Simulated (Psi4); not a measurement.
# singlet GeH3O+ at 3 levels

Wanted: a comparison of 3 runs (B3LYP/def2-TZVP, CAM-B3LYP/def2-TZVP, PBE0/def2-TZVP) of singlet GeH3O+. 

The calculation is run with Psi4 1.11.

1 further run of the same task is left out (it didn't finish).

## (1) The molecule

GeH3O+ has 5 atoms, charge +1, and is taken as a singlet. As SMILES of the parent species, `[O][GeH3]`. Geometry: relaxed at PBE0-D4/def2-TZVP. That shape belongs to the parent species and isn't relaxed for this state.

Bond lengths: O1–Ge2 1.795 Å, Ge2–H3 1.536 Å, Ge2–H4 1.536 Å, Ge2–H5 1.537 Å. Angles: O1–Ge2–H3 109.7°, O1–Ge2–H4 109.7°, O1–Ge2–H5 102.4°, H3–Ge2–H4 111.5°, H3–Ge2–H5 111.6°, H4–Ge2–H5 111.6°.

## (2) The energy at B3LYP/def2-TZVP (run 1)

geh3o_ase.py

```python
import numpy as np
from ase.calculators.psi4 import Psi4
from ase import Atoms

atoms = Atoms(['O', 'Ge', 'H', 'H', 'H'], positions=[
    [-1.443900, 0.418600, 0.777300],
    [0.072300, -0.056300, -0.056900],
    [-0.162200, -0.091200, -1.574700],
    [0.548000, -1.418100, 0.471500],
    [1.035700, 1.073400, 0.341400],
])
calc = Psi4(atoms=atoms, method='b3lyp', basis='def2-TZVP', memory='2200MB', num_threads=1, charge=1, multiplicity=1, label='calc')
calc.psi4.set_options({'puream': True, 'e_convergence': 1e-09, 'd_convergence': 1e-08, 'scf_type': 'pk', 'dft_radial_points': 99, 'dft_spherical_points': 590})
atoms.calc = calc

print(f'energy: {atoms.get_potential_energy():.6f} eV')
```

Command:

```bash
$ python geh3o_ase.py
```

calc.dat:

```text
[...]
  Running in c1 symmetry.
[...]
  Nuclear repulsion =  113.909881399441815
[...]
  Multiplicity = 1
[...]
  Nalpha       = 21
  Nbeta        = 21
[...]
    Number of basis functions: 97
[...]
   @RKS iter   1: -2151.97568853482562   -1.39395e+00   3.21048e-02 ADIIS/DIIS
[...]
   @RKS iter  18: -2153.57202023815171   -8.13998e-11   6.47309e-09 DIIS
[...]
  @RKS Final Energy: -2153.57202023815171
   => Energetics <=
    Nuclear Repulsion Energy =            113.9098813994418151
    One-Electron Energy =               -3214.1140462648295397
    Two-Electron Energy =                1017.7395594719064320
    DFT Exchange-Correlation Energy =     -71.1074148446706289
    Empirical Dispersion Energy =           0.0000000000000000
    VV10 Nonlocal Energy =                  0.0000000000000000
    Total Energy =                      -2153.5720202381517083
[...]
 Multipole Moments:
 ------------------------------------------------------------------------------------
     Multipole            Electronic (a.u.)      Nuclear  (a.u.)        Total (a.u.)
 ------------------------------------------------------------------------------------
 L = 1.  Multiply by 2.5417464519 to convert [e a0] to [Debye]
 Dipole X            :          1.2842513           -0.5033161            0.7809351
 Dipole Y            :         -0.2160893            0.2688943            0.0528050
 Dipole Z            :         -0.5857304            0.3491948           -0.2365356
 Magnitude           :                                                    0.8176779
[...]
```

The script printed:

```text
energy: -58601.679574 eV
```

It took 12 s on 1 thread of Intel Xeon 6975P-C (Granite Rapids), shared host; peak memory 1.1 GiB.

## (3) Energy and forces at CAM-B3LYP/def2-TZVP (run 2)

geh3o.json

```json
{
 "schema_name": "qcschema_input",
 "schema_version": 1,
 "molecule": {
  "schema_name": "qcschema_molecule",
  "schema_version": 2,
  "symbols": ["O", "Ge", "H", "H", "H"],
  "geometry": [-2.72857555, 0.79103936, 1.46888412, 0.1366272, -0.10639158, -0.10752542, -0.30651358, -0.17234302, -2.97575173, 1.03556992, -2.67982062, 0.89100587, 1.95718935, 2.02843202, 0.6451525],
  "molecular_charge": 1,
  "molecular_multiplicity": 1,
  "fix_symmetry": "c1",
  "fix_com": true,
  "fix_orientation": true
 },
 "driver": "gradient",
 "model": {
  "method": "cam-b3lyp",
  "basis": "def2-TZVP"
 },
 "keywords": {
  "puream": true,
  "e_convergence": 1e-09,
  "d_convergence": 1e-08,
  "scf_type": "pk",
  "dft_radial_points": 99,
  "dft_spherical_points": 590,
  "scf_properties": ["MAYER_INDICES", "WIBERG_LOWDIN_INDICES", "QUADRUPOLE"]
 }
}
```

Command:

```bash
$ psi4 --qcschema geh3o.json -n 1 --memory 2200MB
```

stdout:

```text
[...]
  Running in c1 symmetry.
[...]
  Nuclear repulsion =  113.909881341768397
[...]
  Multiplicity = 1
[...]
  Nalpha       = 21
  Nbeta        = 21
[...]
    Number of basis functions: 97
[...]
   @RKS iter   1: -2152.09489837454703   -1.64272e+00   3.14765e-02 ADIIS/DIIS
[...]
   @RKS iter  16: -2153.60526889893890   -1.27329e-11   9.88903e-09 DIIS
[...]
  @RKS Final Energy: -2153.60526889893890
   => Energetics <=
    Nuclear Repulsion Energy =            113.9098813417683971
    One-Electron Energy =               -3214.0274074819481029
    Two-Electron Energy =                1015.0870487601147261
    DFT Exchange-Correlation Energy =     -68.5747915188740080
    Empirical Dispersion Energy =           0.0000000000000000
    VV10 Nonlocal Energy =                  0.0000000000000000
    Total Energy =                      -2153.6052688989389026
[...]
  -Total Gradient:
     Atom            X                  Y                   Z
    ------   -----------------  -----------------  -----------------
       1       -0.017143278661    -0.002469577804     0.004336903700
       2        0.018303148573     0.031987323428     0.014438271881
       3        0.002994091755    -0.011275365881     0.001236334132
       4       -0.001328214141    -0.003197079215    -0.011223763220
       5       -0.002822435104    -0.015045477503    -0.008789006435
[...]
```

The result, in JSON:

```text
{
 "driver": "gradient",
 "model": {
  "method": "cam-b3lyp",
  "basis": "def2-TZVP"
 },
 "success": true,
 "return_result": [-0.017143278661422096, -0.002469577804001845, 0.004336903699657557, 0.018303148573305644, 0.03198732342817187, 0.014438271881423995, 0.002994091754969841, -0.011275365881247328, 0.0012363341319536897, -0.001328214140766483, -0.0031970792154564776, -0.011223763220055687, -0.0028224351039885243, -0.015045477502840784, -0.008789006434617462],
 "properties": {
  "calcinfo_nbasis": 97,
  "calcinfo_nmo": 97,
  "calcinfo_nalpha": 21,
  "calcinfo_nbeta": 21,
  "calcinfo_natom": 5,
  "nuclear_repulsion_energy": 113.9098813417684,
  "return_energy": -2153.605268898939,
  "return_gradient": [-0.017143278661422096, -0.002469577804001845, 0.004336903699657557, 0.018303148573305644, 0.03198732342817187, 0.014438271881423995, 0.002994091754969841, -0.011275365881247328, 0.0012363341319536897, -0.001328214140766483, -0.0031970792154564776, -0.011223763220055687, -0.0028224351039885243, -0.015045477502840784, -0.008789006434617462],
  "scf_one_electron_energy": -3214.027407481948,
  "scf_two_electron_energy": 1015.0870487601147,
  "scf_xc_energy": -68.57479151887401,
  "scf_dipole_moment": [0.3790827217168733, 0.11501909736240612, -0.047695606217811104],
  "scf_total_energy": -2153.605268898939,
  "scf_total_gradient": [-0.017143278661422096, -0.002469577804001845, 0.004336903699657557, 0.018303148573305644, 0.03198732342817187, 0.014438271881423995, 0.002994091754969841, -0.011275365881247328, 0.0012363341319536897, -0.001328214140766483, -0.0031970792154564776, -0.011223763220055687, -0.0028224351039885243, -0.015045477502840784, -0.008789006434617462],
  "scf_iterations": 16
 }
}
```

It took 24 s on 1 thread of Intel Xeon 6975P-C (Granite Rapids), shared host; peak memory 1.1 GiB.

## (4) The energy at PBE0/def2-TZVP (run 3)

geh3o.xyz

```xyz
5
GeH3O
O     -1.443900     0.418600     0.777300
Ge     0.072300    -0.056300    -0.056900
H     -0.162200    -0.091200    -1.574700
H      0.548000    -1.418100     0.471500
H      1.035700     1.073400     0.341400
```

run.py

```python
import psi4

psi4.set_memory(2200000000)
psi4.set_num_threads(1)
psi4.core.set_output_file('run.log', False)

with open('geh3o.xyz') as f:
    atoms = ''.join(f.readlines()[2:])
mol = psi4.geometry('1 1\n' + atoms + 'symmetry c1\nno_reorient\nno_com')

psi4.set_options({
    'basis': 'def2-TZVP',
    'reference': 'rks',
    'puream': True,
    'e_convergence': 1e-09,
    'd_convergence': 1e-08,
    'scf_type': 'pk',
    'dft_radial_points': 99,
    'dft_spherical_points': 590,
})

E, wfn = psi4.energy("PBE0", return_wfn=True)
psi4.oeprop(wfn, "MAYER_INDICES", "LOWDIN_CHARGES", "DIPOLE")
print(f'total energy {E:.8f} hartree = {E * 27.211386:.5f} eV')
```

Command:

```bash
$ python run.py
```

run.log:

```text
[...]
  Running in c1 symmetry.
[...]
  Nuclear repulsion =  113.909881399441815
[...]
  Multiplicity = 1
[...]
  Nalpha       = 21
  Nbeta        = 21
[...]
    Number of basis functions: 97
[...]
   @RKS iter   1: -2151.59474311213262   -1.46235e+00   3.18529e-02 ADIIS/DIIS
[...]
   @RKS iter  18: -2153.16983460282745   -5.22959e-11   5.62931e-09 DIIS
[...]
  @RKS Final Energy: -2153.16983460282745
   => Energetics <=
    Nuclear Repulsion Energy =            113.9098813994418151
    One-Electron Energy =               -3214.4105554644206677
    Two-Electron Energy =                1013.7310325227053909
    DFT Exchange-Correlation Energy =     -66.4001930605536899
    Empirical Dispersion Energy =           0.0000000000000000
    VV10 Nonlocal Energy =                  0.0000000000000000
    Total Energy =                      -2153.1698346028269953
[...]
 Multipole Moments:
 ------------------------------------------------------------------------------------
     Multipole            Electronic (a.u.)      Nuclear  (a.u.)        Total (a.u.)
 ------------------------------------------------------------------------------------
 L = 1.  Multiply by 2.5417464519 to convert [e a0] to [Debye]
 Dipole X            :         15.1963438          -14.7702884            0.4260554
 Dipole Y            :         -1.9981081            2.1000526            0.1019445
 Dipole Z            :         -6.9432624            6.8706662           -0.0725962
 Magnitude           :                                                    0.4440564
[...]
```

Standard output:

```text
total energy -2153.16983460 hartree = -58590.73549 eV
```

Run time: 12 s. Hardware: 1 thread of Intel Xeon 6975P-C (Granite Rapids), shared host; peak memory 1.1 GiB.

## (5) Overview of the runs

```
run                level      task   energy (Eh)  HOMO energy (eV)  LUMO energy (eV)  HOMO–LUMO gap (eV)  wall time
  1      B3LYP/def2-TZVP    energy  -2153.572020            -16.09            -14.93                1.16       12 s
  2  CAM-B3LYP/def2-TZVP  gradient  -2153.605269            -17.73            -13.67                4.06       24 s
  3       PBE0/def2-TZVP    energy  -2153.169835            -16.30            -14.71                1.59       12 s
```

## (6) What came out

| quantity | value |
| --- | --- |
| run 3: total energy | -2153.16983 Eh |
| run 3: HOMO energy | -16.30 eV |
| run 3: LUMO energy | -14.71 eV |
| run 3: HOMO–LUMO gap | 1.59 eV |

**Reading.** The HOMO–LUMO gap runs from 1.16 eV (B3LYP/def2-TZVP) to 4.06 eV (CAM-B3LYP/def2-TZVP). Totals of different functionals can't be ranked against each other. All runs together took 48 s, the longest 24 s.
